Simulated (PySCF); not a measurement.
# WI: bond curves at several levels of theory

An exercise on one series of results from a longer session: the logs are not shown, and one member is left open.

Computed with PySCF 2.14.0. Level: W def2-TZVPP with ECP60, I def2-TZVPP with ECP28, scalar-relativistic core potentials.

Set-up of the first run:

Settings of the job:

| Property | Result |
| --- | --- |
| atoms | W, I |
| charge | 0 |
| basis | W def2-TZVPP with ECP60, I def2-TZVPP with ECP28 |
| Hamiltonian | scalar-relativistic core potentials |
| basis functions | 106 |
| electrons treated | 39 |
| masses in u | 183.9509, 126.9045 |
| levels | PBE0, PBE, r²SCAN, TPSSh, PBEsol, LDA, BLYP, ωB97M-V, HF, MP2, SCS-MP2 |
| grid | 80 radial by 434 angular points |
| occupations | held fixed by the projection of orbital angular momentum |
| dissociation limit | W + I, each in its ground configuration |
| starting distance in angstrom | 2.595 |
| values of 2S to try | 1, 3, 5, 7 |

Started as:

```console
$ OMP_NUM_THREADS=2 python dia.py task.json out
```

Among the steps run: Set-up; The PBE0 curve of the state that the search chose; Higher solutions at PBE0; PBE; r²SCAN; TPSSh (hybrid meta-GGA); PBEsol (GGA); LDA; BLYP (GGA); ωB97M-V (range-separated hybrid); UHF (mean field).

One table of the session follows, with a row left open; its other results are not shown here.

Energy (eV) from each level's lowest point:

```
R (Å)    UHF  UHF-MP2  UHF-SCS-MP2    LDA    PBE
2.258  1.777    1.043        1.170  0.932  1.156
2.363  0.905    0.406        0.492  0.348  0.493
2.468  0.385    0.090        0.138  0.070  0.145
2.547  0.160    0.000        0.023  0.000  0.029
2.626  0.040    0.001        0.000  0.014  0.000
2.705  0.000    0.068        0.046  0.089  0.036
2.810  0.037    0.230        0.181  0.252  0.153
2.941      ?        ?            ?      ?      ?
3.099  0.439    0.886        0.782  0.871  0.674
3.309  0.843    1.418        1.284  1.344  1.095
```

**Question.** Estimate the row for R (Å) = 2.941.

Worked estimate for «UHF». A straight line through the neighbours (2.810, 0.037) and (3.099, 0.439) gives 0.037 + (0.439 − 0.037) × (2.941 − 2.810) / (3.099 − 2.810) = 0.219; a parabola fitted to 4 rows on both sides gives 0.194.

As computed: UHF: 0.182; UHF-MP2: 0.504; UHF-SCS-MP2: 0.427; LDA: 0.516; PBE: 0.368. In «UHF» the line misses by +0.037 and the parabola by +0.012.
